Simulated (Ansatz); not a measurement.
# C2H4BrN: basis-set convergence

The task here is to estimate one member of a computed series from the others.

Program: Ansatz 0.2.0, Gaussian basis. Level of theory: one geometry, several basis sets. These are calculated values, not measurements.

Levels to be run: PBE0-D4/def2-SVP; ωB97M-V/def2-SVP; PBE0-D4/def2-QZVPP; ωB97M-V/def2-QZVPP; the functionals' def2-TZVPP values are taken from earlier runs.

## The geometry

An earlier PBE0-D4 in a triple-zeta def2 set relaxation fixed the geometry.

SMILES `C=C(N)Br`, 8 atoms, charge 0, spin multiplicity 1.

Atoms are counted from 1 here; the program's logs count them from 0.

Bond lengths: C1–C2 1.328 Å, C1–H5 1.078 Å, C1–H6 1.084 Å, C2–N3 1.376 Å, C2–Br4 1.897 Å, N3–H7 1.007 Å, N3–H8 1.009 Å. Angles: C2–C1–H5 121.5°, C2–C1–H6 119.9°, H5–C1–H6 118.6°, C1–C2–N3 127.7°, C1–C2–Br4 120.2°, N3–C2–Br4 112.0°, C2–N3–H7 115.5°, C2–N3–H8 114.2°, H7–N3–H8 113.2°.

Geometry (Å):

```mol
C2H4BrN
  3D, bonds by distance, orders not assigned

  8  7  0  0  0  0  0  0  0  0999 V2000
    0.2227    1.1811   -0.1850 C   0  0
   -0.2327   -0.0657   -0.2386 C   0  0
    0.3227   -1.1899    0.3281 N   0  0
   -1.7688   -0.4768   -1.2729 Br  0  0
   -0.2390    1.9746   -0.7504 H   0  0
    1.0884    1.4141    0.4248 H   0  0
   -0.3327   -1.8978    0.6182 H   0  0
    1.0315   -0.9967    1.0199 H   0  0
  1  2  8  0
  2  3  8  0
  2  4  8  0
  1  5  8  0
  1  6  8  0
  3  7  8  0
  3  8  8  0
M  END
```

The first run:

The input, in.yaml:

```yaml
crystal:
  periodic: [false, false, false]
  atoms:
    - {symbol: C, position_ang: [0.222665, 1.181130, -0.184986]}
    - {symbol: C, position_ang: [-0.232669, -0.065666, -0.238558]}
    - {symbol: N, position_ang: [0.322724, -1.189949, 0.328113]}
    - {symbol: Br, position_ang: [-1.768763, -0.476784, -1.272868]}
    - {symbol: H, position_ang: [-0.238996, 1.974616, -0.750391]}
    - {symbol: H, position_ang: [1.088416, 1.414078, 0.424812]}
    - {symbol: H, position_ang: [-0.332660, -1.897777, 0.618169]}
    - {symbol: H, position_ang: [1.031482, -0.996748, 1.019909]}
basis:
  gaussian: {orbitals: def2-SVP}
hamiltonian: {xc: pbe0, dispersion: d4}
output: {orbitals: {seedname: orbitals}}
```

Run with:

```
$ ansatz run in.yaml --threads 2 --pin off --events-out ev --progress --plain --max-ram 4352MiB
```

Among the steps run: PBE0-D4 in def2-SVP; ωB97M-V in def2-SVP; PBE0-D4 in def2-QZVPP; ωB97M-V in def2-QZVPP.

One of the session's tables, all rows but one given; the rest of the session is left out.

It belongs to the step «Functionals by basis». 

| functional | basis | HOMO (eV) | LUMO (eV) |
| --- | --- | --- | --- |
| PBE0-D4 | def2-SVP | -6.29 | 0.41 |
| PBE0-D4 | def2-TZVPP | ? | ? |
| PBE0-D4 | def2-QZVPP | -6.49 | -0.02 |
| ωB97M-V | def2-SVP | -8.47 | 2.60 |
| ωB97M-V | def2-TZVPP | -8.66 | 2.15 |
| ωB97M-V | def2-QZVPP | -8.69 | 1.58 |

Q: Estimate the row for PBE0-D4, def2-TZVPP from the others.

As computed: HOMO (eV): -6.46; LUMO (eV): 0.11. In the column «HOMO (eV)» it lies between PBE0-D4, def2-QZVPP (-6.49) and PBE0-D4, def2-SVP (-6.29).
